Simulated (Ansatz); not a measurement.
# H5SbSi: the cost of one run

All numbers are computed with Ansatz 0.2.0 through its Python package. The levels of theory stand in the script.

## (1) Starting point

Bond lengths: Si1–Sb2 2.486 Å, Si1–H3 1.518 Å, Si1–H4 1.443 Å, Si1–H5 1.526 Å, Sb2–H6 1.775 Å, Sb2–H7 1.776 Å. Angles: Si1–Sb2–H6 93.0°, Si1–Sb2–H7 92.2°, H6–Sb2–H7 92.2°, Sb2–Si1–H3 110.9°, Sb2–Si1–H4 110.2°, Sb2–Si1–H5 109.4°, H3–Si1–H4 112.9°, H3–Si1–H5 104.9°, H4–Si1–H5 108.3°.

The script holds or builds the structure itself.

## (2) Script

h5sbsi.py reads:

```python
"""How the energy of H5SbSi converges with the basis."""

import ansatz as az


def main() -> None:
    mol = (
        az.Crystal.molecule()
        .atom("Si", [-0.6154, -0.5947, -0.4099])
        .atom("Sb", [1.1385, 0.1062, 1.2058])
        .atom("H", [-1.9277, -0.8691, 0.3017])
        .atom("H", [-0.1537, -1.7165, -1.1906])
        .atom("H", [-0.9185, 0.5599, -1.3608])
        .atom("H", [0.3746, 1.6825, 1.4953])
        .atom("H", [2.1635, 0.7637, -0.0873])
    )

    calc = mol.calculation().functional("PBE0")

    energies = {}
    for basis in ["def2-SVP", "def2-SVPD", "def2-TZVP", "def2-TZVPP"]:
        summary = calc.basis(gaussian=basis).run().report
        size = summary["n_frozen"] + summary["n_occupied"][0] + summary["n_virtual"][0]
        energies[basis] = (summary["reference_energy_ev"] / 27.211386246, summary["free_energy_ev"] / 27.211386246)
        print(f"{basis:14s} {size:4d} orbitals  reference {energies[basis][0]:14.6f} Ha  total {energies[basis][1]:14.6f} Ha")

    last = energies["def2-TZVPP"][1]
    for basis, (_, total) in energies.items():
        print(f"{basis:14s} lies {27.211386 * (total - last):9.4f} eV above def2-TZVPP")


if __name__ == "__main__":
    main()
```

## (3) The input behind the calls

The engine receives this input (first run):

```yaml
crystal:
  periodic: [false, false, false]
  atoms:
    - { symbol: Si, position_ang: [-0.6154, -0.5947, -0.4099] }
    - { symbol: Sb, position_ang: [1.1385, 0.1062, 1.2058] }
    - { symbol: H, position_ang: [-1.9277, -0.8691, 0.3017] }
    - { symbol: H, position_ang: [-0.1537, -1.7165, -1.1906] }
    - { symbol: H, position_ang: [-0.9185, 0.5599, -1.3608] }
    - { symbol: H, position_ang: [0.3746, 1.6825, 1.4953] }
    - { symbol: H, position_ang: [2.1635, 0.7637, -0.0873] }
basis:
  gaussian:
    orbitals: def2-SVP
hamiltonian:
  xc: pbe0
```

## (4) Launch

The run is started by

```console
$ python h5sbsi.py
```

**Question.** How long does this script take on 1 thread of Intel Xeon 6975P-C (Granite Rapids), shared host, and how much memory does it need?

About 6.6 s, with a peak of 0.36 GiB.
